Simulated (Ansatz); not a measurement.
# AlGeNH (sextet): from Hartree-Fock to the top rungs, cc-pVDZ

An exercise on one series of results from a longer session: the logs are not shown, and one member is left open.

Method: cc-pVDZ, core rule «outside noble gas», up to 20 orbitals frozen; program: Ansatz 0.2.0, Gaussian basis.

Plan: UHF; CCSD(T) on ROHF; CCSD(T) on UHF; BCCD(T) on ROHF; CISD as a restricted active space (open shells left free, so some higher excitations enter); CCSDT(Q) on ROHF; CCSDT(Q) on UHF; CASSCF and MRCISD+Q, 13 electrons in 11 orbitals; CASSCF and NEVPT2, 13 electrons in 11 orbitals.

32 further runs of the same task are left out: 16 that didn't finish, 16 set aside as unsound or not needed. Runs told in other sessions of the task aren't counted.

## What is computed

The geometry is a PBE0/def2-TZVP stationary point (not a proven minimum) of the parent state, kept for this charge and spin. No spin-orbit coupling is included. The filled d shell of Ge may be among the frozen orbitals whatever the setting's name suggests.

4 atoms, charge 0, spin multiplicity 6.

Atoms are counted from 1 here; the program's logs count them from 0.

Bond lengths: Al1–N2 1.811 Å, Al1–H4 1.612 Å, N2–Ge3 1.878 Å. Angles: N2–Al1–H4 112.4°, Al1–N2–Ge3 159.7°.

As a file:

```csv
atom,x (Å),y (Å),z (Å)
Al1,0.0000,-0.0299,2.5152
N2,0.0000,-0.3158,0.7272
Ge3,0.0000,0.0506,-1.1145
H4,0.0000,1.5394,2.8855
```

Set-up of the first run:

The input, in.yaml:

```yaml
crystal:
  periodic: [false, false, false]
  atoms:
    - {symbol: Al, position_ang: [0.000000, -0.029851, 2.515204]}
    - {symbol: N, position_ang: [0.000000, -0.315813, 0.727167]}
    - {symbol: Ge, position_ang: [0.000000, 0.050623, -1.114506]}
    - {symbol: H, position_ang: [0.000000, 1.539428, 2.885491]}
basis:
  gaussian: {orbitals: cc-pVDZ}
magnetization: {spin_polarized: true, initial_magnetization: 5}
hamiltonian: {xc: hf}
output: {orbitals: {seedname: orbitals}}
```

Command:

```bash
ansatz run in.yaml --threads 1 --pin off --events-out ev --progress --plain --max-ram 2393MiB
```

Among the steps run: UHF; CCSD(T) on ROHF; CCSD(T) on UHF; BCCD(T) on ROHF; CISD as a restricted active space (open shells left free, so some higher excitations enter); CCSDT(Q) on ROHF; CCSDT(Q) on UHF; CASSCF and MRCISD+Q, 13 electrons in 11 orbitals; CASSCF and NEVPT2, 13 electrons in 11 orbitals.

One table of the session follows, with a row left open; its other results are not shown here.

| method | from RCCSDT(Q) (kcal/mol) |
| --- | --- |
| ROHF | +161.87 |
| UHF | +156.20 |
| RMP2 | +26.91 |
| UMP2 | ? |
| RCCSD | +6.84 |
| UCCSD | +6.15 |
| RCCSD(T) | +1.56 |
| UCCSD(T) | +1.10 |
| BCCD(T) | +1.52 |
| RCCSDT | +0.47 |
| UCCSDT | -0.03 |
| RCCSDT(Q) | 0 |
| UCCSDT(Q) | -0.55 |
| CASSCF frontier | +128.05 |
| NEVPT2 frontier | +33.57 |
| MRCISD frontier | +13.40 |
| MRCISD+Q frontier | +3.08 |

Estimate the missing values for UMP2.

**Answer.** from RCCSDT(Q) (kcal/mol): +26.69. In the column «from RCCSDT(Q) (kcal/mol)» it lies between MRCISD frontier (+13.40) and RMP2 (+26.91).

Not comparable, so not listed: CISD as a restricted active space (open shells left free, so some higher excitations enter) (they don't share determinant, frozen orbitals or solution with the rows shown, or repeat one).

Limits of these values: Restricted and unrestricted rows rest on different reference determinants; a gap between their highest levels can come from leftover correlation error, from unlike frozen cores or from another state.
